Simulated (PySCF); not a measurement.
# H12N4Os (Os(NH3)4): the cost of one run

Computed with PySCF 2.14.0. Level: r2SCAN, Os def2-SVP with ECP60, N def2-SVP, H def2-SVP; scalar-relativistic core potentials, no spin–orbit coupling.

3 further runs of the same task are left out: 2 for a known fault of the program, 1 set aside as unsound or not needed. Runs told in other sessions of the task aren't counted.

## 1. The system as given

17 atoms, charge 0, spin multiplicity 1.

Bond lengths: Os1–N2 2.040 Å, Os1–N6 2.040 Å, Os1–N10 2.040 Å, Os1–N14 2.040 Å, N2–H3 1.020 Å, N2–H4 1.020 Å, N2–H5 1.020 Å, N6–H7 1.020 Å, N6–H8 1.020 Å, N6–H9 1.020 Å, N10–H11 1.020 Å, N10–H12 1.020 Å, N10–H13 1.020 Å, N14–H15 1.020 Å, N14–H16 1.020 Å, N14–H17 1.020 Å. Angles: N2–Os1–N6 90.0°, N2–Os1–N10 180.0°, N2–Os1–N14 90.0°, N6–Os1–N10 90.0°, N6–Os1–N14 180.0°, N10–Os1–N14 90.0°, Os1–N2–H3 113.0°, Os1–N2–H4 113.0°, Os1–N2–H5 113.0°, H3–N2–H4 105.8°, H3–N2–H5 105.8°, H4–N2–H5 105.8°, Os1–N6–H7 113.0°, Os1–N6–H8 113.0°, Os1–N6–H9 113.0°, H7–N6–H8 105.8°, H7–N6–H9 105.8°, H8–N6–H9 105.8° and more.

As a file:

```
Os    0.00000    0.00000    0.00000
N     2.04000    0.00000    0.00000
H     2.43800   -0.46960    0.81330
H     2.43800   -0.46960   -0.81330
H     2.43800    0.93920    0.00000
N     0.00000    2.04000    0.00000
H     0.46960    2.43800    0.81330
H     0.46960    2.43800   -0.81330
H    -0.93920    2.43800    0.00000
N    -2.04000    0.00000    0.00000
H    -2.43800    0.46960    0.81330
H    -2.43800    0.46960   -0.81330
H    -2.43800   -0.93920    0.00000
N     0.00000   -2.04000    0.00000
H    -0.46960   -2.43800    0.81330
H    -0.46960   -2.43800   -0.81330
H     0.93920   -2.43800    0.00000
```

Formal oxidation states: Os +0.

## 2. SCF at the start, singlet

run.py (the lines that set the calculation)

```python
mol = gto.M(atom='''
Os     0.00000     0.00000     0.00000
N      2.04000     0.00000     0.00000
H      2.43800    -0.46960     0.81330
H      2.43800    -0.46960    -0.81330
H      2.43800     0.93920     0.00000
N      0.00000     2.04000     0.00000
H      0.46960     2.43800     0.81330
H      0.46960     2.43800    -0.81330
H     -0.93920     2.43800     0.00000
N     -2.04000     0.00000     0.00000
H     -2.43800     0.46960     0.81330
H     -2.43800     0.46960    -0.81330
H     -2.43800    -0.93920     0.00000
N      0.00000    -2.04000     0.00000
H     -0.46960    -2.43800     0.81330
H     -0.46960    -2.43800    -0.81330
H      0.93920    -2.43800     0.00000''',
    basis={'Os': 'def2-SVP', 'N': 'def2-SVP', 'H': 'def2-SVP'},
    ecp={'Os': 'def2-SVP'},
    charge=0, spin=0)
mf = dft.RKS(mol, xc='R2SCAN')
mf.grids.atom_grid = (50, 194)
mf = mf.density_fit()  # fitting sets: Os def2-universal-JKFIT, N def2-universal-JKFIT, H def2-universal-JKFIT
mf.conv_tol = 1e-08; mf.max_cycle = 55
mf.kernel(dm0)  # dm0: free metal ions and neutral atoms
```

Started as:

```console
$ OMP_NUM_THREADS=4 python run.py
```

What time and memory should one allow on 4 threads of Arm Neoverse V2, shared host?

About 65 s, with a peak of 2.1 GiB.
